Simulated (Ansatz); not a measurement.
Predict the output of the script below (Ansatz 0.2.0, Python API).

Contents of `b2clh5ssi.xyz`:
```text
10

B     1.42070    0.07340   -1.12790
B     0.77110   -0.57060    0.24420
Cl    1.86240   -1.51180    1.34740
Si   -1.03280   -0.38460    0.68240
S    -1.59790    1.67090    0.92570
H     2.51690    0.02300   -1.40870
H     0.68220    0.72030   -1.85790
H    -1.87950   -0.94560   -0.40780
H    -1.37890   -1.10350    1.97710
H    -1.28120    1.97730   -0.37150
```

The script, `b2clh5ssi_disp.py`:
```python
# -*- coding: utf-8 -*-
'''Dispersion corrections for B2ClH5SSi.'''

import ansatz

molecule = ansatz.Crystal.molecule_from_extxyz('b2clh5ssi.xyz')

base = molecule.calculation().basis(gaussian='def2-SVP')
for name in ['pbe', 'b3lyp']:
    for correction in ('d3bj', 'd4'):
        rep = base.functional(name, dispersion=correction).run(threads=1).report
        print(f'{name:8s} {correction:5s} total {rep["free_energy_ev"]:.5f} eV, of which dispersion {1000 * rep["dispersion"]["energy"]["ev"]:.2f} meV')
```

```console
$ python b2clh5ssi_disp.py
pbe      d3bj  total -32642.01586 eV, of which dispersion -281.09 meV
pbe      d4    total -32642.01628 eV, of which dispersion -281.51 meV
b3lyp    d3bj  total -32660.45650 eV, of which dispersion -523.58 meV
b3lyp    d4    total -32660.39113 eV, of which dispersion -458.21 meV
```

Total energies depend on the basis set; only differences at equal settings carry meaning. The geometry is a force-field or estimated start, not a minimum of this method, and the basis set is short of its limit. D4 holds the three-body term, and d3bj doesn't. b3lyp holds the VWN-RPA fit, as in Gaussian; the form of ORCA and Turbomole is b3lyp5. It ran for 17 s on 1 thread of Arm Neoverse V1 (shared host), peak memory 0.28 GiB.
